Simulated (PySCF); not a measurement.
BCOFClH3, 8 atoms in the cell. The cell holds a molecule in a box, 8 atoms: a = 12.000 Å, b = 12.000 Å, c = 13.000 Å, α = 90.00°, β = 90.00°, γ = 90.00°.  The cell isn't the ideal one: atoms moved at random, drawn with an rms of 0.05 Å.

| Property | Result |
| --- | --- |
| Program | PySCF 2.14.0 |
| Task | atomic charges |
| Functional | LC-wPBE |
| Potentials or basis | def2-svp (all-electron) |
| k mesh | 1 × 1 × 1 |
| Occupations | fixed |
| Spin | no spin polarisation |
| Exponents discarded below (exp_to_discard) | 0 1/bohr^2 |
| conv_tol | 1e-07 Ha |
| max_cycle | 60 |
| exxdiv | ewald |
| Relativity | none |
| Coulomb method | Gaussian density fitting (GDF) |
| Grid for exchange and correlation | Becke, atom-centred |
| Three-centre integrals | read from an earlier run's file |

Potentials or basis: def2-svp (all-electron).

Run with:

```sh
$ OMP_NUM_THREADS=2 python -u run.py > log
```

Hardware: 2 threads of Arm Neoverse V1, with other jobs on the host.

Task: Estimate the wall time of this run.

Result: Wall time 3.2 min on 2 threads of Arm Neoverse V1, on a shared host, peak memory 1.9 GiB. Counts: scf iterations 9, basis 89, k points 1.
